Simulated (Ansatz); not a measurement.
# CBrSi− (SMILES [Si-]#CBr): functionals against CCSD(T) at one geometry

The task here is to estimate one member of a computed series from the others.

The runs use Ansatz 0.2.0, Gaussian basis; single points in def2-TZVPPD.

Correlated methods freeze the cores. Filled d shells of the heavier atoms are correlated. B3LYP uses VWN-RPA correlation.

### The starting structure

3 atoms, charge -1, spin multiplicity 1.

Atoms are counted from 1 here; the program's logs count them from 0.

Bond lengths: Si1–C2 1.700 Å, C2–Br3 2.110 Å. Angles: Si1–C2–Br3 177.6°.

As a file:

```tsv
atom	x (Å)	y (Å)	z (Å)
Si1	1.3465	0.9565	0.8311
C2	0.0923	0.1031	0.0645
Br3	-1.4894	-0.9868	-0.8075
```

Set-up of the first run:

Contents of run/in.yaml:

```yaml
crystal:
  periodic: [false, false, false]
  atoms:
    - {symbol: Si, position_ang: [1.346500, 0.956500, 0.831100]}
    - {symbol: C, position_ang: [0.092300, 0.103100, 0.064500]}
    - {symbol: Br, position_ang: [-1.489400, -0.986800, -0.807500]}
basis:
  gaussian: {orbitals: "def2-TZVPPD.json"}
total_charge: -1
correlation: {method: ccsd_t}
output: {forces: true}
```

The basis file named in the input lies beside it (Basis Set Exchange, JSON).

The command line of these runs was not kept.

Steps of the session up to this table: CCSD(T)/def2-TZVPPD; PBE0-D4/def2-TZVPPD; wB97M-V/def2-TZVPPD; r2SCAN-D4/def2-TZVPPD; PBE-D4/def2-TZVPPD; BLYP-D4/def2-TZVPPD; B3LYP-D4/def2-TZVPPD.

One table of the session follows, with a row left open; its other results are not shown here.

```
   method  RMS force component (eV/Å)  angle to CCSD(T) forces (°)
  CCSD(T)                       0.924                    reference
  PBE0-D4                       1.114                         20.0
  wB97M-V                       1.173                         28.8
r2SCAN-D4                           ?                            ?
   PBE-D4                       0.874                          8.0
  BLYP-D4                       0.734                         13.3
 B3LYP-D4                       0.970                         24.1
```

Estimate the missing values for r2SCAN-D4.

The run gave: RMS force component (eV/Å): 0.971; angle to CCSD(T) forces (°): 17.9. In the column «RMS force component (eV/Å)» it lies between B3LYP-D4 (0.970) and PBE0-D4 (1.114).
